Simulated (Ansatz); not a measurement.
**C₂H₈B₂: basis-set convergence**

One table from this session's results is given with a row withheld; the runs are named, their logs left out.

The runs use Ansatz 0.2.0, Gaussian basis; one geometry, several basis sets.

The runs, in order: PBE0-D4/def2-SVP; ωB97M-V/def2-SVP; PBE0-D4/def2-QZVPP; ωB97M-V/def2-QZVPP; the functionals' def2-TZVPP values are taken from earlier runs.

## The geometry

An earlier PBE0-D4 in a triple-zeta def2 set relaxation fixed the geometry.

12 atoms, charge 0, spin multiplicity 1.

Atoms are counted from 1 here; the program's logs count them from 0.

Bond lengths: B1–C2 1.548 Å, B1–H5 1.198 Å, B1–H6 1.197 Å, C2–B3 1.568 Å, C2–H7 1.090 Å, C2–H8 1.100 Å, B3–C4 1.557 Å, B3–H9 1.202 Å, C4–H10 1.092 Å, C4–H11 1.097 Å, C4–H12 1.098 Å. Angles: C2–B1–H5 120.1°, C2–B1–H6 121.5°, H5–B1–H6 118.4°, B1–C2–B3 107.0°, B1–C2–H7 113.5°, B1–C2–H8 106.3°, B3–C2–H7 112.7°, B3–C2–H8 104.6°, H7–C2–H8 112.1°, C2–B3–C4 123.0°, C2–B3–H9 118.7°, C4–B3–H9 118.3°, B3–C4–H10 115.5°, B3–C4–H11 109.3°, B3–C4–H12 109.7°, H10–C4–H11 108.7°, H10–C4–H12 108.6°, H11–C4–H12 104.4°.

The first run:

Input file in.yaml:

```yaml
crystal:
  periodic: [false, false, false]
  atoms:
    - {symbol: B, position_ang: [-0.725097, 1.603191, -0.240168]}
    - {symbol: C, position_ang: [-1.041384, 0.268468, 0.477684]}
    - {symbol: B, position_ang: [0.321935, -0.479840, 0.677109]}
    - {symbol: C, position_ang: [1.091585, -1.165279, -0.489872]}
    - {symbol: H, position_ang: [-0.378088, 1.600596, -1.387082]}
    - {symbol: H, position_ang: [-0.782914, 2.651345, 0.335773]}
    - {symbol: H, position_ang: [-1.590251, 0.396606, 1.410463]}
    - {symbol: H, position_ang: [-1.593852, -0.348652, -0.246729]}
    - {symbol: H, position_ang: [0.805183, -0.513953, 1.777053]}
    - {symbol: H, position_ang: [0.618158, -1.093272, -1.470916]}
    - {symbol: H, position_ang: [1.246478, -2.224863, -0.250271]}
    - {symbol: H, position_ang: [2.105047, -0.749748, -0.558941]}
basis:
  gaussian: {orbitals: def2-SVP}
hamiltonian: {xc: pbe0, dispersion: d4}
output: {orbitals: {seedname: orbitals}}
```

Run with:

```sh
> ansatz run in.yaml --threads 2 --pin off --events-out ev --progress --plain --max-ram 4352MiB
```

Steps of the session up to this table: PBE0-D4 in def2-SVP; ωB97M-V in def2-SVP; PBE0-D4 in def2-QZVPP; ωB97M-V in def2-QZVPP.

One table of the session follows, with a row left open; its other results are not shown here.

It belongs to the step «Functionals by basis». 

| functional | basis | HOMO (eV) | LUMO (eV) |
| --- | --- | --- | --- |
| PBE0-D4 | def2-SVP | -8.63 | -1.65 |
| PBE0-D4 | def2-TZVPP | -8.68 | -1.73 |
| PBE0-D4 | def2-QZVPP | -8.68 | -1.74 |
| ωB97M-V | def2-SVP | -10.90 | 0.38 |
| ωB97M-V | def2-TZVPP | -10.98 | 0.21 |
| ωB97M-V | def2-QZVPP | ? | ? |

**Question.** Estimate the row for ωB97M-V, def2-QZVPP.

As computed: HOMO (eV): -10.98; LUMO (eV): 0.15.
